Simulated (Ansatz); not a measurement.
# C₆H₁₈ClN₃Si: small, medium and large basis sets

One table from this session's results is given with a row withheld; the runs are named, their logs left out.

Method: one geometry, several basis sets; program: Ansatz 0.2.0, Gaussian basis.

Plan: PBE0-D4/def2-SVP; ωB97M-V/def2-SVP; PBE0-D4/def2-QZVPP; ωB97M-V/def2-QZVPP; the functionals' def2-TZVPP values are taken from earlier runs.

## The geometry

The geometry comes from an earlier relaxation with PBE0-D4 in a triple-zeta def2 set; it is a stationary point, not always the lowest conformer.

SMILES `CN(C)[Si](Cl)(N(C)C)N(C)C`, 29 atoms, charge 0, spin multiplicity 1.

Atoms are counted from 1 here; the program's logs count them from 0.

Bond lengths: C1–N2 1.442 Å, C1–H12 1.098 Å, C1–H13 1.100 Å, C1–H14 1.089 Å, N2–C3 1.445 Å, N2–Si4 1.714 Å, C3–H15 1.100 Å, C3–H16 1.091 Å, C3–H17 1.098 Å, Si4–Cl5 2.077 Å, Si4–N6 1.705 Å, Si4–N9 1.714 Å, N6–C7 1.444 Å, N6–C8 1.444 Å, C7–H18 1.098 Å, C7–H19 1.099 Å, C7–H20 1.090 Å, C8–H21 1.098 Å and more. Angles: N2–C1–H12 110.4°, N2–C1–H13 112.0°, N2–C1–H14 110.9°, H12–C1–H13 107.3°, H12–C1–H14 107.9°, H13–C1–H14 108.2°, C1–N2–C3 112.4°, C1–N2–Si4 125.7°, C3–N2–Si4 119.2°, N2–C3–H15 112.0°, N2–C3–H16 110.8°, N2–C3–H17 110.7°, H15–C3–H16 108.0°, H15–C3–H17 107.4°, H16–C3–H17 107.7°, N2–Si4–Cl5 105.6°, N2–Si4–N6 106.9°, N2–Si4–N9 119.0° and more.

The first run:

Input file in.yaml:

```yaml
crystal:
  periodic: [false, false, false]
  atoms:
    - {symbol: C, position_ang: [-0.425985, -0.130115, -2.906499]}
    - {symbol: N, position_ang: [-0.651656, 0.139512, -1.508328]}
    - {symbol: C, position_ang: [-2.030658, -0.059420, -1.123559]}
    - {symbol: Si, position_ang: [0.555113, 0.192602, -0.292904]}
    - {symbol: Cl, position_ang: [2.309840, 0.720124, -1.271425]}
    - {symbol: N, position_ang: [0.055415, 1.352419, 0.852184]}
    - {symbol: C, position_ang: [-0.636899, 2.560640, 0.470654]}
    - {symbol: C, position_ang: [0.652318, 1.443517, 2.163734]}
    - {symbol: N, position_ang: [0.923381, -1.237825, 0.575933]}
    - {symbol: C, position_ang: [-0.052852, -1.777875, 1.494907]}
    - {symbol: C, position_ang: [1.930025, -2.203916, 0.212498]}
    - {symbol: H, position_ang: [-1.054465, 0.521338, -3.527705]}
    - {symbol: H, position_ang: [-0.670688, -1.169662, -3.169998]}
    - {symbol: H, position_ang: [0.613340, 0.053143, -3.174104]}
    - {symbol: H, position_ang: [-2.362250, -1.093734, -1.295851]}
    - {symbol: H, position_ang: [-2.175777, 0.170328, -0.066556]}
    - {symbol: H, position_ang: [-2.693403, 0.597963, -1.701887]}
    - {symbol: H, position_ang: [-1.474826, 2.761984, 1.150866]}
    - {symbol: H, position_ang: [0.030063, 3.433398, 0.500993]}
    - {symbol: H, position_ang: [-1.029558, 2.471789, -0.541892]}
    - {symbol: H, position_ang: [-0.117004, 1.585249, 2.934071]}
    - {symbol: H, position_ang: [1.347566, 2.291750, 2.231386]}
    - {symbol: H, position_ang: [1.206790, 0.534346, 2.394661]}
    - {symbol: H, position_ang: [-0.790538, -1.020904, 1.766521]}
    - {symbol: H, position_ang: [0.431853, -2.118631, 2.419461]}
    - {symbol: H, position_ang: [-0.588934, -2.638477, 1.068930]}
    - {symbol: H, position_ang: [2.666185, -1.763667, -0.458105]}
    - {symbol: H, position_ang: [2.458353, -2.560131, 1.106488]}
    - {symbol: H, position_ang: [1.495654, -3.084146, -0.283975]}
basis:
  gaussian: {orbitals: def2-SVP}
hamiltonian: {xc: pbe0, dispersion: d4}
output: {orbitals: {seedname: orbitals}}
```

On the command line:

```
ansatz run in.yaml --threads 11 --pin off --events-out ev --progress --plain --max-ram 120832MiB --backend cpu
```

Among the steps run: PBE0-D4 in def2-SVP; ωB97M-V in def2-SVP; PBE0-D4 in def2-QZVPP; ωB97M-V in def2-QZVPP.

One of the session's tables, all rows but one given; the rest of the session is left out.

```
functional       basis  HOMO (eV)  LUMO (eV)
   PBE0-D4    def2-SVP          ?          ?
   PBE0-D4  def2-TZVPP      -6.02       0.79
   PBE0-D4  def2-QZVPP      -6.04       0.38
   ωB97M-V    def2-SVP      -8.20       2.98
   ωB97M-V  def2-TZVPP      -8.31       2.16
   ωB97M-V  def2-QZVPP      -8.33       1.48
```

Estimate the missing values for PBE0-D4, def2-SVP.

**Answer.** HOMO (eV): -5.91; LUMO (eV): 1.41. In the column «HOMO (eV)» it is the highest.
